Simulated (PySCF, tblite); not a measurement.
**C5H7F4P: geometry, infrared bands and NMR shifts**

Wanted: the infrared bands and NMR shifts of C5H7F4P (`C/C(F)=P/CCC(F)(F)F`), by calculation.

Computed with tblite 0.8.0 and PySCF 2.14.0, with density-fitted response routines of our own, on a single molecule in the gas phase. Atoms count from 0, in the outputs and in this text.

### 1 Starting geometry

17 atoms, charge 0, multiplicity 1; geometry from: force field or distance geometry start.

Bonds of the start (Å): C0–C1 1.51, C1–F2 1.38, C1–P3 1.66, P3–C4 1.85, C4–C5 1.53, C5–C6 1.52, C6–F7 1.38, C6–F8 1.40, C6–F9 1.36, C0–H10 1.11, C0–H11 1.10, C0–H12 1.09, C4–H13 1.13, C4–H14 1.10, C5–H15 1.11, C5–H16 1.10.

### 2 Relaxing the molecule with GFN2-xTB

The job: settings as JSON, then the geometry in Å.

```
{"job": {"kind": "relax", "xc": "GFN2-xTB", "basis": "xTB"}, "charge": 0, "multiplicity": 1}
C      3.526700    -0.228900    -0.255300
C      2.087500    -0.199000     0.199300
F      1.702100    -0.912700     1.313800
P      1.040300     0.730200    -0.699100
C     -0.743000     0.836600    -0.222800
C     -1.526700    -0.442000    -0.511900
C     -2.942800    -0.110900    -0.061000
F     -3.406200     0.962700    -0.788200
F     -2.820800     0.309200     1.268800
F     -3.816400    -1.146500    -0.213300
H      3.719800     0.540900    -1.027000
H      3.709400    -1.216900    -0.713600
H      4.152600    -0.017200     0.615700
H     -1.180600     1.578500    -0.956000
H     -0.936000     1.240200     0.781000
H     -1.112000    -1.302000     0.060300
H     -1.461000    -0.610500    -1.592400
```

Launch:

```
$ OMP_NUM_THREADS=1 python probes_run.py task.json out
```

This one command runs all jobs of the session in turn.

**Question.** This job is followed by: GFN2-xTB harmonic vibrations, gas phase; GIAO PBE0/pcSseg-1 NMR shielding, non-relativistic, gas phase. Predict these results of the whole session: strongest single infrared mode (GFN2-xTB); zero-point energy (GFN2-xTB); ¹³C shifts against TMS (PBE0/pcSseg-1); ¹H shifts against TMS (PBE0/pcSseg-1, means over atoms taken as alike); ¹⁹F shifts against CFCl3 (PBE0/pcSseg-1, means over atoms taken as alike); ³¹P shifts against H3PO4 (PBE0/pcSseg-1).

**Answer**, as computed:

| quantity | value |
| --- | --- |
| strongest single infrared mode (GFN2-xTB) | 1188 cm⁻¹, 230 km/mol |
| zero-point energy (GFN2-xTB) | 71.8 kcal/mol |
| ¹³C shifts against TMS (PBE0/pcSseg-1) | 231.3, 135.4, 36.3, 27.3, 20.5 ppm |
| ¹H shifts against TMS (PBE0/pcSseg-1, means over atoms taken as alike) | 2.54, 2.30, 2.24 ppm |
| ¹⁹F shifts against CFCl3 (PBE0/pcSseg-1, means over atoms taken as alike) | -11.1, -88.1 ppm |
| ³¹P shifts against H3PO4 (PBE0/pcSseg-1) | 153.7 ppm |

What this shows: Relaxing lowered the energy by 0.871 eV in 87 steps; the close pair that moved most is C6–F8, from 1.400 to 1.340 Å. No mode is imaginary among the 45: a minimum at this level. The strongest single mode, at 1188 cm⁻¹, moves mainly C6. GFN2-xTB is a fitted tight-binding method: band positions and strengths are rough. Its intensities can rank the bands wrongly. At PBE0/pcSseg-1: Shielding is most anisotropic at P3 (span 469 ppm, paramagnetic term -804 ppm).
